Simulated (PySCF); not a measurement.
# [Nd(NH3)]3+: other functionals and bases at one geometry

One table from this session's results is given with a row withheld; the runs are named, their logs left out.

Method: several levels, as the steps say, no spin–orbit coupling; program: PySCF 2.14.0.

3 further runs of the same task are left out: 2 for a known fault of the program, 1 that didn't finish.

**Starting geometry**

5 atoms, charge 3, spin multiplicity 1.

Bond lengths: Nd1–N2 2.390 Å, N2–H3 1.047 Å, N2–H4 1.047 Å, N2–H5 1.047 Å. Angles: Nd1–N2–H3 115.8°, Nd1–N2–H4 115.8°, Nd1–N2–H5 115.8°, H3–N2–H4 102.4°, H3–N2–H5 102.4°, H4–N2–H5 102.4°.

Coordinates:

```xyz
5
H3NNd
Nd    0.0000    0.0000   -0.1649
N     0.0000    0.0000    2.2248
H     0.9419    0.0000    2.6810
H    -0.4710    0.8157    2.6810
H    -0.4709   -0.8158    2.6810
```

Formal oxidation states: Nd +3. Each metal's 3 4f electrons lie in its core potential, so multiplicities, spins and levels count the valence alone. An earlier session relaxed this geometry at PBE0, Nd lcecp-1-SVP with ECP49, N def2-SVP, H def2-SVP (singlet, point group C3v).

At PBE0 on the finer grid: E = -89.076301 Eh, HOMO -27.38 eV, LUMO -20.19 eV, Mulliken charge on Nd1 +2.49 e, largest force component 0.005 eV/Å. 

Levels to run: TPSS; BP86; PBE; revPBE; PBE0, TZVP. Hardware: 2 threads of Arm Neoverse V1, shared host.

Set-up of the first run:

The input, run.py (the lines that set the calculation):

```python
mol = gto.M(atom='''
Nd     0.00000     0.00000    -0.16487
N      0.00000     0.00000     2.22480
H      0.94194     0.00004     2.68097
H     -0.47100     0.81573     2.68097
H     -0.47094    -0.81576     2.68097''',
    basis={'Nd': 'lcecp-1-SVP', 'N': 'def2-SVP', 'H': 'def2-SVP'},
    ecp={'Nd': 'lcecp-1-SVP'},
    charge=3, spin=0)
mf = dft.RKS(mol, xc='TPSS')
mf.grids.atom_grid = (75, 302)  # f atoms: unpruned, at least (60, 302)
mf = mf.density_fit()  # fitting sets: Nd AutoAux, N def2-universal-JKFIT, H def2-universal-JKFIT
mf.conv_tol = 1e-08; mf.max_cycle = 55
mf.kernel(dm0)  # dm0: the density of the relaxed state
```

Started as:

```console
$ OMP_NUM_THREADS=2 python run.py
```

Steps of the session up to this table: TPSS; BP86; PBE; revPBE; PBE0, TZVP.

One table of the session follows, with a row left open; its other results are not shown here.

```
              level  HOMO (eV)  gap (eV)  charge on Nd1 (e)  dipole (D)  largest force component (eV/Å)
PBE0 (relaxed here)     -27.38      7.19               2.49        3.45                            0.00
               TPSS     -26.04      5.06               2.46        3.63                            0.27
               BP86     -26.10      4.96               2.44        3.77                            0.40
                PBE     -26.03      4.80               2.43        3.82                            0.37
             revPBE          ?         ?                  ?           ?                               ?
         PBE0, TZVP     -27.29      7.17               2.58        3.54                            0.29
```

Q: Estimate the row for revPBE from the others.

The run gave: HOMO (eV): -25.99; gap (eV): 4.80; charge on Nd1 (e): 2.44; dipole (D): 3.77; largest force component (eV/Å): 0.35. In the column «HOMO (eV)» it is the highest.

The dipole of a charged species depends on the origin, so these sizes hold for this origin alone.

In one basis the HOMO–LUMO gap runs from 4.80 eV (revPBE) to 7.19 eV (PBE0). The largest leftover force, 0.40 eV/Å with BP86, stands at a geometry relaxed at another level. With 4f in the core, its levels are missing from HOMO and gap, and its count is fixed, so no charge can pass from the ligands into it. Total energies of different levels can't be compared.
